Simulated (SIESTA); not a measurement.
Fe2B:

```xyz
6
Lattice="-2.5495 2.5495 2.1200 2.5495 -2.5495 2.1200 2.5495 2.5495 -2.1200" Properties=species:S:1:pos:R:3 pbc="T T T"
Fe    1.6980    0.8515    2.1200
Fe   -0.8515    1.6980    2.1200
Fe    0.8515    1.6980    0.0000
Fe    3.4010    0.8515    0.0000
B     0.0000    0.0000    1.0600
B     0.0000    0.0000    3.1800
```

```yaml
Program: SIESTA 5.4.2
Task: single point
Functional: PBEsol
Potentials_or_basis: PseudoDojo 0.4 standard (PBEsol files)
Basis: DZP (energy shift 0.003 Ry; two zetas on semicore shells)
Grid_cutoff: 800 Ry
Energy_shift: 0.003 Ry
k_mesh: 8 × 8 × 8
Occupations: fermi-dirac, width 0.05 eV
Spin: collinear spin, ferromagnetic start
Starting_moments: "[3.0, 3.0, 3.0, 3.0, 0.0, 0.0] μB"
```

On this cell: pressure -11.5 GPa; largest force 0.093 eV/Å; net moment 7.70 μB per cell; site moments Fe +2.07; B -0.29 μB; band gap on the k mesh none (metal or under the smearing width).

The same run follows on a disturbed copy (atoms moved at random, drawn with an rms of 0.05 Å):

```
Fe B
1.0
    -2.54950    2.54950    2.12000
     2.54950   -2.54950    2.12000
     2.54950    2.54950   -2.12000
Fe B
4 2
Direct
  0.65463 0.82625 0.49209
  0.83205 0.32748 0.17054
  0.32253 0.16353 0.50012
  0.17677 0.68931 0.84584
  0.25278 0.25404 0.99429
  0.75019 0.75044 0.99889
```

Q: What does the disturbed cell give?

A: The energy (extrapolated to zero smearing) moves by +11.7 meV/atom; pressure -10.7 GPa; largest force 1.111 eV/Å; net moment 7.69 μB per cell; site moments Fe +2.09, +2.11, +2.05, +2.02; B -0.28, -0.29 μB; band gap on the k mesh none (metal or under the smearing width).

Forces on the atoms (eV/Å):
```
Fe   0.336  0.284  0.179
Fe   0.273 -0.172  0.520
Fe  -0.186  0.099  0.405
Fe  -0.750 -0.102 -0.814
B    0.347 -0.065 -0.117
B   -0.021 -0.045 -0.172
```

Stress tensor (GPa, compression positive):
```
-11.11  -0.13   0.71
 -0.13 -12.55   0.59
  0.71   0.59  -8.56
```

Caveats: short orbitals over semicore shells can move pressures by several GPa; the basis of atomic orbitals isn't converged, which shifts pressures, moduli and gaps.
